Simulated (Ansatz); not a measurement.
# LuMnIn in Ansatz: the effect of starting spin order

LuMnIn:

```
Lu In Mn
1.0
     4.73656    0.00000    0.00000
    -2.36828    4.10198    0.00000
     0.00000    0.00000    3.40074
Lu In Mn
1 1 1
Direct
  0.00000 0.00000 0.00000
  0.66667 0.33333 0.50000
  0.33333 0.66667 0.50000
```

The cell comes from a database or a generator and needn't be the stable form of this composition.

Alike in all runs:

```yaml
Program: Ansatz 0.2.0
Task: single point
Functional: PBE
Potentials_or_basis: Ansatz PAW
Cutoff: "420 eV (not typed: the program's choice for these potentials)"
k_mesh: 7 × 7 × 8
Occupations: fermi-dirac, width 0.05 eV
```

| starting spin order | spin | starting moments | energy over the lowest run (meV/atom) | pressure (GPa) | final net moment (μB) | final largest site moment (μB) |
| --- | --- | --- | --- | --- | --- | --- |
| spin off | no spin polarisation | - | ? | ? | ? | ? |
| fm | collinear spin, ferromagnetic start | [0.0, 0.0, 4.0] μB | 0.0 | -0.1 | 3.51 | 3.64 |
| random | collinear spin, random start | [0.0, 0.0, 4.56] μB | 0.0 | -0.1 | 3.51 | 3.64 |

Problem. What does the run with starting spin order spin off give?

Solution. Energy over the lowest run 391.4 meV/atom; pressure -6.4 GPa; final net moment 0.00 μB; final largest site moment 0.00 μB.
